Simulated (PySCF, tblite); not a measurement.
**CH₈FOSi₃ radical, a small gas-phase stand-in for a defect centre (Si site with back bonds O[SiH3], C[SiH3], F): EPR parameters**

Wanted: the EPR parameters for `F[Si](C[SiH3])O[SiH3]`. It is drawn as: dangling bond.

Programs: tblite 0.8.0 and PySCF 2.14.0. All values are calculated, for the isolated system unless a continuum is named. Atoms count from 0, parts from 1.

## 1. The system as given

14 atoms, charge 0, multiplicity 2; geometry: distance geometry start.

## 2. Geometry optimisation with GFN2-xTB

Job settings and geometry (Å):

```
{"job": {"kind": "relax", "xc": "GFN2-xTB", "basis": "xTB"}, "charge": 0, "multiplicity": 2}
Si     0.030524    -0.929135    -2.305874
O     -1.626302    -1.583767    -2.203405
Si    -2.398237    -2.112244    -0.714522
C      0.202219     0.898854    -2.010242
Si    -0.571797     1.333868    -0.413415
F      1.242024    -1.861682    -1.639124
H     -3.607725    -1.406188    -0.530409
H     -2.688846    -3.497660    -0.811191
H     -1.552139    -1.894050     0.382125
H     -0.288576     1.412160    -2.801558
H      1.183463     1.170657    -2.018841
H     -1.283950     0.233030     0.088528
H     -1.460238     2.447263    -0.567648
H      0.447883     1.699798     0.508816
```

Method: GFN2-xTB geometry optimisation, gas phase.

Run with:

```sh
OMP_NUM_THREADS=1 python cluster_run.py task.json out
```

The driver reads the jobs from task.json and runs them one after another.

**Question.** The jobs that follow are: PBE0-D3(BJ)/def2-SVP geometry optimisation, gas phase; UKS B3LYP, IGLO-III on C F O Si, pcH-1 on H, non-relativistic, mean-field spin-orbit, GIAO; UKS BHandHLYP, IGLO-III on C F O Si, pcH-1 on H, non-relativistic, mean-field spin-orbit, GIAO. Predict: point group; rotational constants (main isotopes); g(iso) (B3LYP); ⟨S²⟩; largest a(iso).

As calculated:

| quantity | value |
| --- | --- |
| point group | C1 |
| rotational constants (main isotopes) | 2.22, 1.19, 0.93 GHz |
| g(iso) (B3LYP) | 2.00156 |
| ⟨S²⟩ | 0.752 (exact 0.75) |
| largest a(iso) | 29Si on Si0, -900.0 MHz |

**Reading.** The start of the PBE0/def2-SVP relaxation was shaken at random by about 0.01 Å, so part of the energy gained, and of the first lengths quoted, undoes that. Over 9 steps the energy fell by 0.276 eV; of the close pairs, C3–H10 changed most, 1.047 to 1.103 Å (PBE0/def2-SVP). Si0 carries the largest spin population, 0.82 e. The isotropic g lies 0.8 ppt below the free-electron value. The coupling of 29Si on Si0 runs from -934.7 (BHandHLYP/IGLO-III+pcH-1) to -900.0 MHz (B3LYP/IGLO-III+pcH-1). A capped cluster stands for the solid here, so long-range fields and strain are missing, and bands or shifts of the capping hydrogens have no counterpart in it.
